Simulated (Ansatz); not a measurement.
# SnO2: the cost of one run

Program: Ansatz 0.2.0. Level of theory: DFT LDA, scalar-relativistic, plane waves, PAW. These are calculated values, not measurements.

16 further runs of the same task are left out: 16 set aside as unsound or not needed.

## Step 1: Starting point

It takes space group P4_2/mnm (No. 136, tetragonal). The conventional cell has a = 4.720 Å, b = 4.720 Å, c = 3.189 Å, α = 90.00°, β = 90.00°, γ = 90.00°. Around Sn (site symmetry mmm) lie 6 O at 2.04 to 2.05 Å. O (site symmetry m2m) has 3 Sn at 2.04 to 2.05 Å as nearest neighbours.

As a file:

```
Sn O
1.0
     4.72013    0.00000    0.00000
     0.00000    4.72063    0.00000
     0.00000    0.00000    3.18882
Sn O
2 4
Direct
  0.50000 0.50000 0.50000
  0.00000 0.00000 0.00000
  0.30599 0.30617 0.00000
  0.80599 0.19383 0.50000
  0.19401 0.80617 0.50000
  0.69401 0.69383 0.00000
```

It goes back to an entry of the Materials Project, which need not be the stable form.

It is the result of an earlier relaxation at this level (volume 11.84 Å³/atom; gap on the mesh: 1.18 eV).

## Step 2: What is varied

Atoms count from 1 in the order of the input.

The energy is mapped over a free internal coordinate and the cell.

The axes are (1) shift of O3 along [0 1 0], its symmetry partners moved as symmetry demands (measured in the relaxed cell): 7 values from −0.245 Å; (2) volume per atom at fixed shape: 7 values from 10.18 to 13.50 Å³.

Nothing else is relaxed (all other coordinates fixed). Energies count from the relaxed crystal. Points are written as (first, second).

## Step 3: The run at (−0.163 Å, 10.18 Å³)

input.yaml

```yaml
crystal:
  lattice:
    - [4.488650863, 0.0, 0.0]
    - [0.0, 4.4891270938, 0.0]
    - [0.0, 0.0, 3.0324378838]
  atoms:
    - { symbol: Sn, position: [0.5, 0.5, 0.5] }
    - { symbol: Sn, position: [0.0, 0.0, 0.0] }
    - { symbol: O, position: [0.3059920358, 0.2715746941, 0.0] }
    - { symbol: O, position: [0.8059920358, 0.2284253059, 0.5] }
    - { symbol: O, position: [0.1940079642, 0.7715746941, 0.5] }
    - { symbol: O, position: [0.6940079642, 0.7284253059, 0.0] }
basis:
  ecutwfc: 520.0
kpoints:
  mp_grid: { grid: [6, 6, 8] }
hamiltonian:
  xc: lda
  pseudopotentials: { kind: paw, azcp: { folder: soft_1 } }
scf:
  occupations: { method: gaussian, width: 0.05 }
output:
  forces: true
  stress: true
  eigenvalues: true
```

Started as:

```
> ansatz run input.yaml --threads 2 --pin off --max-ram 4096MiB --backend cpu --events-out ev --progress --plain --runs-dir out
```

**Question.** How long does this run take on 2 threads of Arm Neoverse N1, shared host, and how much memory does it need?

About 11 s, with a peak of 0.42 GiB.
